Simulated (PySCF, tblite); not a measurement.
# C15H24O2: NMR shifts, part 2 of 2

tblite 0.8.0 and PySCF 2.14.0. Atoms count from 0.

## 5. NMR shifts: GIAO KT3/pcSseg-2

Job settings and geometry (Å):

```
{"job": {"kind": "nmr", "xc": "KT3", "basis": "pcSseg-2", "pop": false}, "charge": 0, "multiplicity": 1}
C      1.496220     3.029553    -0.436561
O      0.266557     2.370222    -0.482127
C      0.257731     1.030479    -0.694941
C     -0.995122     0.422196    -0.728377
C     -1.137343    -0.947648    -0.941239
C     -2.534585    -1.589258    -0.978553
C     -2.799540    -2.220413    -2.359579
C     -3.640446    -0.552283    -0.759609
C     -2.683257    -2.626039     0.152077
C      0.037883    -1.714655    -1.122933
O     -0.021656    -3.060524    -1.335117
C      1.316817    -1.125415    -1.094799
C      2.588695    -1.961975    -1.297396
C      2.563997    -2.624207    -2.684750
C      3.853196    -1.101137    -1.224879
C      2.697277    -3.028759    -0.195672
C      1.399720     0.255642    -0.877802
H      1.281201     4.091079    -0.257039
H      2.138507     2.655346     0.381588
H      2.052781     2.936883    -1.387139
H     -1.858976     1.067556    -0.581086
H     -3.796178    -2.688689    -2.380059
H     -2.069826    -2.986444    -2.662354
H     -2.771076    -1.443392    -3.137917
H     -3.630975     0.225578    -1.536983
H     -4.621284    -1.049993    -0.798046
H     -3.553322    -0.062348     0.221167
H     -1.942988    -3.440167     0.131997
H     -3.681475    -3.089919     0.114606
H     -2.571398    -2.133298     1.129309
H     -0.939128    -3.343151    -1.326403
H      3.480382    -3.217277    -2.835906
H      2.521552    -1.859140    -3.475691
H      1.699663    -3.288999    -2.800392
H      4.735394    -1.740833    -1.378454
H      3.966901    -0.613239    -0.244617
H      3.870560    -0.324384    -2.004786
H      1.839817    -3.712081    -0.207309
H      2.748914    -2.553807     0.796463
H      3.615479    -3.621824    -0.335761
H      2.378290     0.727487    -0.852664
```

Level: GIAO KT3/pcSseg-2 NMR shielding, non-relativistic, gas phase.

What it wrote:

```text
nearly dependent basis: matrix products in double precision
start: PBE on a coarse grid of 31242 points
cycle   1  E = -735.4708909983  dE =  1.740e+00  |g| = 1.201e+00  |ddm| = 4.782e+00
cycle   2  E = -734.8770749000  dE =  5.938e-01  |g| = 2.028e+00  |ddm| = 8.173e+00
cycle   3  E = -735.7779397321  dE = -9.009e-01  |g| = 3.400e-01  |ddm| = 6.797e+00
cycle   4  E = -735.7984476677  dE = -2.051e-02  |g| = 1.086e-01  |ddm| = 4.518e-01
cycle   5  E = -735.8008781484  dE = -2.430e-03  |g| = 3.604e-02  |ddm| = 1.696e-01
cycle   6  E = -735.8011060733  dE = -2.279e-04  |g| = 1.947e-02  |ddm| = 5.938e-02
cycle   7  E = -735.8011905445  dE = -8.447e-05  |g| = 7.574e-03  |ddm| = 2.879e-02
final grid: 281252 points
cycle   8  E = -748.3785370933  dE = -6.217e-02  |g| = 1.721e-01  |ddm| = 7.195e+00
cycle   9  E = -748.3588794209  dE =  1.966e-02  |g| = 3.634e-01  |ddm| = 7.910e-01
cycle  10  E = -748.3834382796  dE = -2.456e-02  |g| = 3.127e-02  |ddm| = 5.937e-01
cycle  11  E = -748.3835739274  dE = -1.356e-04  |g| = 2.178e-02  |ddm| = 6.579e-02
cycle  12  E = -748.3836882465  dE = -1.143e-04  |g| = 7.515e-03  |ddm| = 3.077e-02
cycle  13  E = -748.3837034048  dE = -1.516e-05  |g| = 1.237e-03  |ddm| = 9.961e-03
cycle  14  E = -748.3837037693  dE = -3.645e-07  |g| = 3.830e-04  |ddm| = 2.530e-03
cycle  15  E = -748.3837038019  dE = -3.258e-08  |g| = 1.159e-04  |ddm| = 5.964e-04
cycle  16  E = -748.3837038048  dE = -2.941e-09  |g| = 4.865e-05  |ddm| = 2.999e-04
converged SCF energy = -748.3837038048

GIAO shielding tensors (ppm)
atom      isotropic    diamagn.    paramagn.     s11        s22        s33       span
  0 C      126.272     246.116    -119.844     98.181    106.487    174.149     75.968
  1 O      227.546     391.370    -163.825    137.586    268.258    276.793    139.208
  2 C       30.810     265.877    -235.067    -38.766     24.167    107.029    145.794
  3 C       71.715     270.581    -198.866     -2.519     65.043    152.621    155.140
  4 C       52.204     281.050    -228.846     -8.869     15.964    149.517    158.386
  5 C      143.612     253.086    -109.474    138.118    140.710    152.009     13.891
  6 C      151.951     236.109     -84.157    134.293    141.180    180.381     46.087
  7 C      147.673     244.458     -96.785    133.258    135.743    174.017     40.760
  8 C      151.886     245.123     -93.237    134.454    140.974    180.230     45.777
  9 C       33.810     262.822    -229.012    -32.395     34.459     99.366    131.762
 10 O      192.044     382.013    -189.969    143.798    174.356    257.977    114.179
 11 C       48.166     271.918    -223.752    -10.610      4.123    150.986    161.597
 12 C      140.908     247.159    -106.251    135.679    137.025    150.019     14.339
 13 C      153.029     233.810     -80.782    133.889    142.854    182.343     48.454
 14 C      148.431     243.661     -95.230    135.259    135.647    174.389     39.130
 15 C      153.053     242.497     -89.444    134.013    142.818    182.328     48.315
 16 C       78.292     275.950    -197.658      2.595     62.765    169.516    166.920
 17 H       27.473      29.071      -1.598     22.997     26.124     33.298     10.300
 18 H       27.767      34.754      -6.988     23.957     26.409     32.934      8.977
 19 H       27.757      31.649      -3.892     23.934     26.419     32.916      8.982
 20 H       24.711      44.169     -19.459     19.233     22.781     32.119     12.886
 21 H       30.265      23.019       7.246     26.269     27.993     36.534     10.265
 22 H       29.442      29.699      -0.257     23.157     31.306     33.862     10.705
 23 H       30.246      29.203       1.043     27.348     27.752     35.637      8.289
 24 H       29.808      33.343      -3.535     25.524     28.590     35.310      9.786
 25 H       30.349      26.511       3.838     26.602     28.651     35.795      9.194
 26 H       29.815      36.647      -6.833     25.556     28.554     35.334      9.777
 27 H       29.463      35.262      -5.799     23.192     31.315     33.883     10.691
 28 H       30.250      27.218       3.032     26.245     27.988     36.516     10.271
 29 H       30.231      37.463      -7.232     27.314     27.745     35.634      8.320
 30 H       26.359      37.681     -11.322     16.258     25.506     37.312     21.053
 31 H       30.506      21.471       9.034     26.640     28.177     36.700     10.061
 32 H       30.551      28.197       2.354     27.699     28.103     35.851      8.152
 33 H       28.588      28.638      -0.049     21.976     30.367     33.421     11.445
 34 H       30.353      24.442       5.911     26.594     28.736     35.729      9.135
 35 H       29.834      35.047      -5.213     25.531     28.779     35.192      9.661
 36 H       29.827      31.618      -1.791     25.503     28.804     35.175      9.672
 37 H       28.579      33.114      -4.534     21.963     30.362     33.413     11.450
 38 H       30.546      36.137      -5.591     27.692     28.089     35.858      8.166
 39 H       30.502      25.498       5.003     26.633     28.181     36.691     10.057
 40 H       24.724      44.009     -19.285     18.629     22.260     33.282     14.653
```

Run time: 63 s. Hardware: 4 threads of Arm Neoverse V1, shared host; peak memory 2.8 GiB.

## 6. NMR shifts: GIAO PBE0/pcSseg-1 in chloroform

The job, as its differences from that of step 5:

```diff
@@ -1,2 +1,2 @@
-{"job": {"kind": "nmr", "xc": "KT3", "basis": "pcSseg-2", "pop": false}, "charge": 0, "multiplicity": 1}
+{"job": {"kind": "nmr", "xc": "PBE0", "basis": "pcSseg-1", "pop": false, "solvent": "chloroform"}, "charge": 0, "multiplicity": 1}
 C      1.496220     3.029553    -0.436561
```

Level: GIAO PBE0/pcSseg-1 NMR shielding, non-relativistic, IEF-PCM chloroform.

What it wrote:

```text
start: PBE on a coarse grid of 31242 points
cycle   1  E = -734.9955995918  dE =  1.768e+00  |g| = 1.131e+00  |ddm| = 6.158e+00
cycle   2  E = -734.5527973680  dE =  4.428e-01  |g| = 1.828e+00  |ddm| = 3.354e+00
cycle   3  E = -735.2716196034  dE = -7.188e-01  |g| = 2.987e-01  |ddm| = 2.397e+00
cycle   4  E = -735.2889930931  dE = -1.737e-02  |g| = 7.506e-02  |ddm| = 3.665e-01
cycle   5  E = -735.2901140096  dE = -1.121e-03  |g| = 2.706e-02  |ddm| = 1.161e-01
cycle   6  E = -735.2902672695  dE = -1.533e-04  |g| = 1.060e-02  |ddm| = 4.356e-02
cycle   7  E = -735.2902895838  dE = -2.231e-05  |g| = 4.445e-03  |ddm| = 1.495e-02
final grid: 281252 points
cycle   8  E = -735.5401389199  dE = -1.010e-02  |g| = 6.635e-02  |ddm| = 5.310e-01
cycle   9  E = -735.5393413679  dE =  7.976e-04  |g| = 9.293e-02  |ddm| = 1.646e-01
cycle  10  E = -735.5410765520  dE = -1.735e-03  |g| = 1.122e-02  |ddm| = 1.054e-01
cycle  11  E = -735.5411004115  dE = -2.386e-05  |g| = 2.859e-03  |ddm| = 1.358e-02
cycle  12  E = -735.5411041527  dE = -3.741e-06  |g| = 1.169e-03  |ddm| = 4.041e-03
cycle  13  E = -735.5411015255  dE =  2.627e-06  |g| = 3.590e-04  |ddm| = 1.662e-03
cycle  14  E = -735.5411014694  dE =  5.604e-08  |g| = 9.399e-05  |ddm| = 5.092e-04
converged SCF energy = -735.5411014694

GIAO shielding tensors (ppm)
atom      isotropic    diamagn.    paramagn.     s11        s22        s33       span
  0 C      130.607     245.637    -115.030    103.467    111.277    177.078     73.611
  1 O      244.983     400.410    -155.427    150.314    290.329    294.306    143.992
  2 C       28.256     258.942    -230.686    -51.959     23.429    113.298    165.256
  3 C       67.158     257.654    -190.496    -12.782     57.627    156.629    169.411
  4 C       46.171     268.768    -222.597    -20.831      3.734    155.609    176.440
  5 C      150.527     242.527     -92.000    144.743    146.996    159.842     15.099
  6 C      155.708     247.831     -92.123    137.504    145.575    184.043     46.539
  7 C      150.811     248.963     -98.152    136.460    138.680    177.293     40.832
  8 C      155.675     250.819     -95.144    137.679    145.415    183.931     46.251
  9 C       31.978     257.476    -225.498    -45.066     33.358    107.643    152.710
 10 O      206.334     388.075    -181.741    160.808    183.833    274.360    113.552
 11 C       43.451     265.627    -222.176    -22.499     -4.822    157.675    180.175
 12 C      147.994     238.326     -90.332    142.763    143.432    157.787     15.025
 13 C      156.493     246.049     -89.556    137.105    146.563    185.810     48.705
 14 C      151.597     249.196     -97.599    138.349    138.905    177.538     39.190
 15 C      156.522     248.449     -91.927    137.244    146.520    185.803     48.559
 16 C       74.647     263.238    -188.592     -5.670     55.363    174.247    179.918
 17 H       27.172      28.043      -0.871     22.248     25.576     33.690     11.442
 18 H       27.646      31.330      -3.685     23.596     26.027     33.314      9.718
 19 H       27.638      29.326      -1.688     23.574     26.043     33.298      9.724
 20 H       24.363      38.438     -14.075     18.131     22.991     31.966     13.836
 21 H       30.082      30.231      -0.148     25.757     27.635     36.855     11.099
 22 H       29.439      31.985      -2.546     22.869     31.283     34.165     11.296
 23 H       30.171      30.608      -0.436     27.038     27.548     35.929      8.892
 24 H       29.692      32.007      -2.314     25.241     28.121     35.714     10.474
 25 H       30.096      31.761      -1.664     25.810     28.388     36.092     10.282
 26 H       29.698      32.470      -2.772     25.277     28.083     35.735     10.458
 27 H       29.451      34.480      -5.029     22.891     31.275     34.186     11.295
 28 H       30.070      32.296      -2.226     25.739     27.631     36.842     11.103
 29 H       30.158      32.909      -2.751     27.005     27.539     35.930      8.924
 30 H       25.995      38.975     -12.980     15.090     25.049     37.847     22.757
 31 H       30.355      29.634       0.720     26.180     27.889     36.995     10.814
 32 H       30.441      29.923       0.518     27.375     27.882     36.065      8.690
 33 H       28.504      31.060      -2.556     21.523     30.435     33.553     12.030
 34 H       30.153      30.623      -0.470     25.907     28.469     36.083     10.176
 35 H       29.701      31.896      -2.195     25.248     28.314     35.541     10.293
 36 H       29.696      31.240      -1.544     25.219     28.345     35.525     10.306
 37 H       28.494      32.547      -4.053     21.509     30.429     33.544     12.035
 38 H       30.437      32.003      -1.567     27.368     27.869     36.073      8.705
 39 H       30.350      31.515      -1.164     26.175     27.892     36.984     10.808
 40 H       24.565      39.094     -14.529     17.863     22.719     33.114     15.250
```

It took 22 s on 4 threads of Arm Neoverse V1, shared host; peak memory 2 GiB.

## 7. Summary of results

What follows sums up all 2 parts.

| quantity | value |
| --- | --- |
| point group | Cs |
| rotational constants (main isotopes) | 0.54, 0.40, 0.25 GHz |
| 13C shifts against TMS (PBE0/pcSseg-2, means over atoms taken as alike) | 161.5, 157.1, 143.8, 117.4, 55.2, 37.5, 31.3 ppm |
| 1H shifts against TMS (PBE0/pcSseg-2, means over atoms taken as alike) | 6.90, 5.13, 3.65, 1.40 ppm |
| 17O shifts against H2O (PBE0/pcSseg-2) | 126.7, 86.3 ppm |
| measured, and computed on the same scale | H20 δ 6.76, 6.90; H17 δ 3.77, 3.65; H21 δ 1.44, 1.40; C3 δ 110.7, 117.4; C0 δ 55.7, 55.2; C6 δ 30.3, 31.3; C5 δ 34.7, 37.5 ppm |

**Reading.** Relaxing lowered the energy by 0.123 eV in 17 steps; the close pair that moved most is O1–C2, from 1.371 to 1.357 Å (PBE0/def2-SVP). Against the measured 1H shifts the unscaled results are off by 0.10 ppm on average (signed mean -0.01, 3 signals). Against the measured 13C shifts the unscaled results are off by 2.7 ppm on average (signed mean +2.5, 4 signals). Vibration, temperature and solvent are missing from the calculation, and it holds one conformer, so part of the miss against the measured shifts is not the functional's. NICS(1)zz of -24 ppm above the planar ring from C2 marks a diatropic (aromatic) ring current.
